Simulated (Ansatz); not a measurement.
# Ba16C: the cost of one run

All numbers below are computed with Ansatz 0.2.0 (DFT PBE, plane waves, PAW, scalar-relativistic, no spin polarisation).

### 1 The structure to begin with

The cell holds 17 atoms (CBa16): a = 10.040 Å, b = 10.040 Å, c = 10.040 Å, α = 90.00°, β = 90.00°, γ = 90.00°.

The coordinates stand in the first input below.

### 2 End point A

Input file input.yaml:

```yaml
crystal:
  lattice:
    - [10.04, 0.0, 0.0]
    - [0.0, 10.04, 0.0]
    - [0.0, 0.0, 10.04]
  atoms:
    - { symbol: Ba, position: [0.0, 0.0, 0.0] }
    - { symbol: Ba, position: [0.5, 0.0, 0.0] }
    - { symbol: Ba, position: [0.0, 0.5, 0.0] }
    - { symbol: Ba, position: [0.0, 0.0, 0.5] }
    - { symbol: Ba, position: [0.25, 0.25, 0.25] }
    - { symbol: Ba, position: [0.5, 0.5, 0.0] }
    - { symbol: Ba, position: [0.5, 0.0, 0.5] }
    - { symbol: Ba, position: [0.75, 0.25, 0.25] }
    - { symbol: Ba, position: [0.0, 0.5, 0.5] }
    - { symbol: Ba, position: [0.25, 0.75, 0.25] }
    - { symbol: Ba, position: [0.25, 0.25, 0.75] }
    - { symbol: Ba, position: [0.5, 0.5, 0.5] }
    - { symbol: Ba, position: [0.75, 0.75, 0.25] }
    - { symbol: Ba, position: [0.75, 0.25, 0.75] }
    - { symbol: Ba, position: [0.25, 0.75, 0.75] }
    - { symbol: Ba, position: [0.75, 0.75, 0.75] }
    - { symbol: C, position: [0.1292283, -0.0030293, 0.243957] }
basis:
  ecutwfc: 420.0
kpoints:
  mp_grid: { grid: [2, 2, 2] }
hamiltonian:
  xc: pbe
scf:
  occupations: { method: gaussian, width: 0.15 }
  lower_state_search: "off"
relax:
  f_tol: 0.03
  max_steps: 60
  adjacent_minimum: "off"
```

The run is started by

```sh
ansatz run input.yaml --threads 4 --pin off --max-ram 10240MiB --backend cpu --events-out ev --progress --plain --runs-dir out
```

**Question.** How long does this run take on 4 threads of Arm Neoverse V2, shared host, and how much memory does it need?

About 43 s, with a peak of 2.7 GiB.
